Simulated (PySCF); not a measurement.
**Ge⁻: electron affinity in aug-cc-pwCVTZ-PP with ECP10**

Aim: the electron affinity of germanium from differences of total energies, at each level of theory, and how far each lands from the tabulated value where there is one.

Program: PySCF 2.14.0. Level of theory: unrestricted determinants in a Gaussian basis, no spin-orbit coupling in the energies. These are calculated values, not measurements, unless marked.

### 1 The atom as given

| Item | Value |
| --- | --- |
| Element | germanium (Z = 32) |
| Basis | aug-cc-pwCVTZ-PP with ECP10MDF (8s7p6d4f1g, 96 functions) |
| Hamiltonian | scalar relativity through the core potential |
| State 1 | Ge⁻: [Ar] 3d10 4s2 4p3, high-spin 4S determinant |
| Needed too, but not shown | Ge [Ar] 3d10 4s2 4p2 (3P) |
| Methods | UHF, LDA, PBE, PBE0, r2SCAN, PW91, wB97M-V, TPSSh, PBEsol, MP2 |
| Core shells frozen in the correlated runs | valence: 3s2 3p6 3d10; valence and next inner shell: nothing (for Ge⁻) |

Outer shells as boxes (Hund's rule):

Ge- [Ar] 3d10 4s2 4p3
```
[Ar] core
3d [↑↓][↑↓][↑↓][↑↓][↑↓]
4s [↑↓]
4p [↑ ][↑ ][↑ ]
```

One driver process ran all states and methods and kept the integrals in memory. Each run is shown as a PySCF script that sums up its settings (the driver passes frozen orbitals as a list and adds second-order terms of double hybrids); the logs are those of the runs themselves. The driver starts from symmetry-adapted Hartree-Fock orbitals, holds the occupation by maximum overlap and uses a logarithmic radial grid for functionals, so a plain start would take other cycles.

The integrals over 96 functions and the set-up took 1 s of CPU time.

### 2 Ge⁻, method by method

**UHF**

input.py reads:

```python
from pyscf import gto, scf, dft, mp, cc
import basis_set_exchange as bse
txt = bse.get_basis("aug-cc-pwCVTZ-PP", elements=["Ge"], fmt="nwchem", header=False)
cut = txt.index("\nECP")
mol = gto.M(atom="Ge 0 0 0", charge=-1, spin=3, symmetry="D2h",
            basis=gto.basis.parse(txt[:cut]),
            ecp={"Ge": gto.basis.parse_ecp(txt[cut:])})
mf = scf.UHF(mol)
mf.irrep_nelec = {'Ag': (4, 4), 'B1g': (1, 1), 'B2g': (1, 1), 'B3g': (1, 1), 'B1u': (2, 1), 'B2u': (2, 1), 'B3u': (2, 1)}
mf.kernel()
```

**LDA**

Changes to input.py:

```diff
@@ -7,3 +7,3 @@
             ecp={"Ge": gto.basis.parse_ecp(txt[cut:])})
-mf = scf.UHF(mol)
+mf = dft.UKS(mol, xc="LDA,VWN")
 mf.irrep_nelec = {'Ag': (4, 4), 'B1g': (1, 1), 'B2g': (1, 1), 'B3g': (1, 1), 'B1u': (2, 1), 'B2u': (2, 1), 'B3u': (2, 1)}
```

**PBE**

Changes to input.py:

```diff
@@ -7,3 +7,3 @@
             ecp={"Ge": gto.basis.parse_ecp(txt[cut:])})
-mf = dft.UKS(mol, xc="LDA,VWN")
+mf = dft.UKS(mol, xc="PBE")
 mf.irrep_nelec = {'Ag': (4, 4), 'B1g': (1, 1), 'B2g': (1, 1), 'B3g': (1, 1), 'B1u': (2, 1), 'B2u': (2, 1), 'B3u': (2, 1)}
```

**PBE0**

Changes to input.py:

```diff
@@ -7,3 +7,3 @@
             ecp={"Ge": gto.basis.parse_ecp(txt[cut:])})
-mf = dft.UKS(mol, xc="PBE")
+mf = dft.UKS(mol, xc="PBE0")
 mf.irrep_nelec = {'Ag': (4, 4), 'B1g': (1, 1), 'B2g': (1, 1), 'B3g': (1, 1), 'B1u': (2, 1), 'B2u': (2, 1), 'B3u': (2, 1)}
```

**r2SCAN**

Changes to input.py:

```diff
@@ -7,3 +7,3 @@
             ecp={"Ge": gto.basis.parse_ecp(txt[cut:])})
-mf = dft.UKS(mol, xc="PBE0")
+mf = dft.UKS(mol, xc="R2SCAN")
 mf.irrep_nelec = {'Ag': (4, 4), 'B1g': (1, 1), 'B2g': (1, 1), 'B3g': (1, 1), 'B1u': (2, 1), 'B2u': (2, 1), 'B3u': (2, 1)}
```

**PW91**

Changes to input.py:

```diff
@@ -7,3 +7,3 @@
             ecp={"Ge": gto.basis.parse_ecp(txt[cut:])})
-mf = dft.UKS(mol, xc="R2SCAN")
+mf = dft.UKS(mol, xc="PW91,PW91")
 mf.irrep_nelec = {'Ag': (4, 4), 'B1g': (1, 1), 'B2g': (1, 1), 'B3g': (1, 1), 'B1u': (2, 1), 'B2u': (2, 1), 'B3u': (2, 1)}
```

**wB97M-V**

Changes to input.py:

```diff
@@ -7,3 +7,3 @@
             ecp={"Ge": gto.basis.parse_ecp(txt[cut:])})
-mf = dft.UKS(mol, xc="PW91,PW91")
+mf = dft.UKS(mol, xc="WB97M_V")
 mf.irrep_nelec = {'Ag': (4, 4), 'B1g': (1, 1), 'B2g': (1, 1), 'B3g': (1, 1), 'B1u': (2, 1), 'B2u': (2, 1), 'B3u': (2, 1)}
```

**TPSSh**

Changes to input.py:

```diff
@@ -7,3 +7,3 @@
             ecp={"Ge": gto.basis.parse_ecp(txt[cut:])})
-mf = dft.UKS(mol, xc="WB97M_V")
+mf = dft.UKS(mol, xc="TPSSH")
 mf.irrep_nelec = {'Ag': (4, 4), 'B1g': (1, 1), 'B2g': (1, 1), 'B3g': (1, 1), 'B1u': (2, 1), 'B2u': (2, 1), 'B3u': (2, 1)}
```

**PBEsol**

Changes to input.py:

```diff
@@ -7,3 +7,3 @@
             ecp={"Ge": gto.basis.parse_ecp(txt[cut:])})
-mf = dft.UKS(mol, xc="TPSSH")
+mf = dft.UKS(mol, xc="PBEsol")
 mf.irrep_nelec = {'Ag': (4, 4), 'B1g': (1, 1), 'B2g': (1, 1), 'B3g': (1, 1), 'B1u': (2, 1), 'B2u': (2, 1), 'B3u': (2, 1)}
```

### 3 Ge⁻, continued

**MP2 (valence)**

Edit input.py of step 2 so:

```diff
@@ -7,4 +7,5 @@
             ecp={"Ge": gto.basis.parse_ecp(txt[cut:])})
-mf = dft.UKS(mol, xc="PBEsol")
+mf = scf.UHF(mol)
 mf.irrep_nelec = {'Ag': (4, 4), 'B1g': (1, 1), 'B2g': (1, 1), 'B3g': (1, 1), 'B1u': (2, 1), 'B2u': (2, 1), 'B3u': (2, 1)}
 mf.kernel()
+mp.UMP2(mf, frozen=9).kernel()
```

**MP2 (valence and next inner shell)**

Changes to input.py:

```diff
@@ -10,2 +10,2 @@
 mf.kernel()
-mp.UMP2(mf, frozen=9).kernel()
+mp.UMP2(mf, frozen=0).kernel()
```

Before running it: what results should come out?

As calculated:

```
             quantity                                                                    value
electron affinity, Ge  UHF 0.833, MP2 (valence and next inner shell) 1.322 eV; reference 1.233
```

**Reading.** The methods span 0.689 eV, from UHF (0.833) to LDA (1.521). The reference is uncertain or not like for like (spin-orbit coupling or other relativistic terms), so no ranking of close methods is drawn. All values hold for this basis alone; no basis-set limit was taken.
